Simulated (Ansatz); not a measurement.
# Ti11GaO24: the cost of one run

Program: Ansatz 0.2.0. Level of theory: DFT, PBE, plane-wave PAW, default files, scalar-relativistic, as far as a step names no other. These are calculated values, not measurements.

## Step 1: The starting structure

Symmetry: Pmmm, No. 47, orthorhombic system. The conventional cell has a = 6.494 Å, b = 6.494 Å, c = 8.872 Å, α = 90.00°, β = 90.00°, γ = 90.00°. Around Ga (site symmetry mmm) lie 6 O at 1.95 to 1.98 Å. Around Ti (site symmetry mm2) lie 6 O at 1.95 to 1.98 Å. Around Ti (site symmetry mmm) lie 6 O at 1.95 to 1.98 Å. Only part of the 16 independent sites is listed.

Coordinates:

```xyz
36
Lattice="4.5922 4.5922 0.0000 -4.5922 4.5922 0.0000 0.0000 0.0000 8.8722" Properties=species:S:1:pos:R:3 pbc="T T T"
Ga    0.0000    0.0000    0.0000
Ti    0.0000    0.0000    2.9574
Ti    0.0000    0.0000    5.9148
Ti    0.0000    4.5922    0.0000
Ti    0.0000    4.5922    2.9574
Ti    0.0000    4.5922    5.9148
Ti    2.2961    2.2961    1.4787
Ti    2.2961    2.2961    4.4361
Ti    2.2961    2.2961    7.3935
Ti   -2.2961    2.2961    1.4787
Ti   -2.2961    2.2961    4.4361
Ti   -2.2961    2.2961    7.3935
O     1.4004    1.4004    0.0000
O     1.4004    1.4004    2.9574
O     1.4004    1.4004    5.9148
O     1.4004    5.9926    0.0000
O     1.4004    5.9926    2.9574
O     1.4004    5.9926    5.9148
O     0.8957    3.6965    1.4787
O     0.8957    3.6965    4.4361
O     0.8957    3.6965    7.3935
O    -3.6965    3.6965    1.4787
O    -3.6965    3.6965    4.4361
O    -3.6965    3.6965    7.3935
O     3.1918    3.1918    0.0000
O     3.1918    3.1918    2.9574
O     3.1918    3.1918    5.9148
O    -1.4004    3.1918    0.0000
O    -1.4004    3.1918    2.9574
O    -1.4004    3.1918    5.9148
O    -0.8957    5.4879    1.4787
O    -0.8957    5.4879    4.4361
O    -0.8957    5.4879    7.3935
O    -0.8957    0.8957    1.4787
O    -0.8957    0.8957    4.4361
O    -0.8957    0.8957    7.3935
```

Atom 1 of the input is the impurity.

## Step 2: First run, atoms as given

input.yaml

```yaml
crystal:
  lattice:
    - [4.5922, 4.5922, 0.0]
    - [-4.5922, 4.5922, 0.0]
    - [0.0, 0.0, 8.8722]
  atoms:
    - { symbol: Ga, position: [0.0, 0.0, 0.0] }
    - { symbol: Ti, position: [0.0, 0.0, 0.3333333333] }
    - { symbol: Ti, position: [0.0, 0.0, 0.6666666667] }
    - { symbol: Ti, position: [0.5, 0.5, 0.0] }
    - { symbol: Ti, position: [0.5, 0.5, 0.3333333333] }
    - { symbol: Ti, position: [0.5, 0.5, 0.6666666667] }
    - { symbol: Ti, position: [0.5, 0.0, 0.1666666667] }
    - { symbol: Ti, position: [0.5, 0.0, 0.5] }
    - { symbol: Ti, position: [0.5, 0.0, 0.8333333333] }
    - { symbol: Ti, position: [0.0, 0.5, 0.1666666667] }
    - { symbol: Ti, position: [0.0, 0.5, 0.5] }
    - { symbol: Ti, position: [0.0, 0.5, 0.8333333333] }
    - { symbol: O, position: [0.30496, 0.0, 0.0] }
    - { symbol: O, position: [0.30496, 0.0, 0.3333333333] }
    - { symbol: O, position: [0.30496, 0.0, 0.6666666667] }
    - { symbol: O, position: [0.80496, 0.5, 0.0] }
    - { symbol: O, position: [0.80496, 0.5, 0.3333333333] }
    - { symbol: O, position: [0.80496, 0.5, 0.6666666667] }
    - { symbol: O, position: [0.5, 0.30496, 0.1666666667] }
    - { symbol: O, position: [0.5, 0.30496, 0.5] }
    - { symbol: O, position: [0.5, 0.30496, 0.8333333333] }
    - { symbol: O, position: [0.0, 0.80496, 0.1666666667] }
    - { symbol: O, position: [0.0, 0.80496, 0.5] }
    - { symbol: O, position: [0.0, 0.80496, 0.8333333333] }
    - { symbol: O, position: [0.69504, 0.0, 0.0] }
    - { symbol: O, position: [0.69504, 0.0, 0.3333333333] }
    - { symbol: O, position: [0.69504, 0.0, 0.6666666667] }
    - { symbol: O, position: [0.19504, 0.5, 0.0] }
    - { symbol: O, position: [0.19504, 0.5, 0.3333333333] }
    - { symbol: O, position: [0.19504, 0.5, 0.6666666667] }
    - { symbol: O, position: [0.5, 0.69504, 0.1666666667] }
    - { symbol: O, position: [0.5, 0.69504, 0.5] }
    - { symbol: O, position: [0.5, 0.69504, 0.8333333333] }
    - { symbol: O, position: [0.0, 0.19504, 0.1666666667] }
    - { symbol: O, position: [0.0, 0.19504, 0.5] }
    - { symbol: O, position: [0.0, 0.19504, 0.8333333333] }
total_charge: -1
kpoints:
  mp_grid: { grid: [3, 3, 2] }
scf:
  occupations: { method: fermi_dirac, width: 0.01 }
hamiltonian:
  xc: pbe
  pseudopotentials: { kind: paw }
output:
  forces: true
  stress: true
  populations: true
  efg:
    quadrupole_moments_barn: { Ga: 0.107, Ti: 0.247, O: -0.02558 }
    contact_densities: true
```

Started as:

```sh
ansatz run input.yaml --threads 1 --pin off --max-ram 3072MiB --backend cpu --events-out ev --progress --plain --runs-dir out
```

**Question.** How long does this run take on 1 thread of Arm Neoverse V2, shared host, and how much memory does it need?

About 60 s, with a peak of 1 GiB.
